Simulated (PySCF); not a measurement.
# C3H5FSeSi: the cost of one run

Computed with PySCF 2.14.0, with density-fitted response routines of our own, on a single molecule in the gas phase. Atoms are numbered from 0 throughout.

## (1) The starting structure

11 atoms, charge 0, multiplicity 1; geometry from: PBE0-D3(BJ)/def2-SVP.

Bonds of the start (Å): F0–C1 1.38, C1–Si2 1.92, Si2–C3 1.86, C3–C4 1.34, C4–Se5 1.90, Se5–C1 1.96, C1–H6 1.10, Si2–H7 1.50, Si2–H8 1.49, C3–H9 1.09, C4–H10 1.10.

## (2) Shielding tensors: PBE0/6-31G*

Job settings and geometry (Å):

```
{"job": {"kind": "nmr", "xc": "PBE0", "basis": "6-31G*", "pop": true}, "charge": 0, "multiplicity": 1}
F      1.098238    -1.332188    -1.680898
C      1.183555    -0.799676    -0.415865
Si     0.469706     0.983759    -0.391749
C     -1.206938     0.641376     0.333177
C     -1.321470    -0.578998     0.879957
Se     0.103953    -1.836326     0.846682
H      2.227360    -0.879805    -0.071978
H      1.304897     1.854287     0.492471
H      0.467819     1.539713    -1.775177
H     -2.053158     1.333307     0.377037
H     -2.221446    -0.936386     1.393940
```

Level: GIAO PBE0/6-31G* NMR shielding, non-relativistic, gas phase.

On the command line:

```
OMP_NUM_THREADS=1 python probes_run.py task.json out
```

One launch serves the whole session: the jobs run in the order shown.

**Question.** How long does this first job take on 1 thread of Arm Neoverse V2, shared host, and how much memory does it need?

About 13 s, with a peak of 0.62 GiB.
